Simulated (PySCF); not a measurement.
# Ge2H7NSe: the cost of one run

Computed with PySCF 2.14.0, with density-fitted response routines of our own, on a single molecule in the gas phase. Atoms are numbered from 0 throughout.

## Step 1: The molecule as given

11 atoms, charge 0, multiplicity 1; geometry from: GFN2-xTB. The atoms were then displaced at random by about 0.01 Å, so the start is not that level's minimum.

Bonds of the start (Å): N0–Ge1 1.79, Ge1–Se2 2.33, Se2–Ge3 2.36, N0–H4 1.04, N0–H5 1.02, Ge1–H6 1.51, Ge1–H7 1.51, Ge3–H8 1.46, Ge3–H9 1.51, Ge3–H10 1.52.

## Step 2: Optimising the geometry at PBE0-D3(BJ)/def2-SVP

Job settings and geometry (Å):

```
{"job": {"xc": "PBE0", "basis": "def2-SVP", "d3": "d3bj", "grid": 1, "shake": 0.01, "kind": "geom"}, "charge": 0, "multiplicity": 1}
N     -1.691100     0.350140     0.373920
Ge    -1.017820    -1.018650    -0.566440
Se     0.577020    -0.144170    -2.023310
Ge     2.032840     0.662100    -0.351560
H     -1.997650     1.175690    -0.181040
H     -2.455800     0.158480     1.017820
H     -1.983910    -1.807450    -1.418180
H     -0.412940    -1.922180     0.482540
H      3.222220     1.197420    -1.013360
H      2.405750    -0.435410     0.609880
H      1.359490     1.758190     0.462260
```

On the command line:

```bash
> OMP_NUM_THREADS=1 python probes_run.py task.json out
```

One launch serves the whole session: the jobs run in the order shown.

**Question.** How long does this first job take on 1 thread of Arm Neoverse V1, shared host, and how much memory does it need?

About 3.1 min, with a peak of 0.65 GiB.
